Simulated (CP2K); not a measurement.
Crystal: WAu.

```
W Au
1.0
     3.88623    0.00000    0.00000
     1.94311    3.36557    0.00000
     1.94311    1.12186    3.17309
W Au
1 1
Direct
  0.00000 0.00000 0.00000
  0.75000 0.75000 0.75000
```

The cell was built by a generator and needn't be a form met in nature.

Base run:

```yaml
Program: CP2K 2026.2
Functional: PBE
Potentials_or_basis: POTENTIAL_UZH W GTH-PBE0-q14, Au GTH-PBE0-q11; DZVP-MOLOPT-SR-GTH basis
Density_cutoff: 6123 eV
k_mesh: 8 × 8 × 8
Occupations: fermi-dirac, width 0.05 eV
Spin: no spin polarisation
```

Its results: band gap on the k mesh none (metal or under the smearing width); pressure 38.7 GPa.

Task: The run is repeated on the same cell with these changes: potentials or basis from POTENTIAL_UZH W GTH-PBE0-q14, Au GTH-PBE0-q11; DZVP-MOLOPT-SR-GTH basis to GTH_POTENTIALS W GTH-PBE-q14, Au GTH-PBE-q11; DZVP-MOLOPT-SR-GTH basis; potentials from W GTH-PBE0-q14 of POTENTIAL_UZH, Au GTH-PBE0-q11 of POTENTIAL_UZH to W GTH-PBE-q14 of GTH_POTENTIALS, Au GTH-PBE-q11 of GTH_POTENTIALS. What comes out?

Result: Band gap on the k mesh none (metal or under the smearing width); pressure 36.3 GPa.

Caveats: a pressure of tens of GPa on the cell as given is suspect, and the run, the potentials or the cell itself is likely at fault; the basis of atomic orbitals isn't converged, which shifts pressures, moduli and gaps.
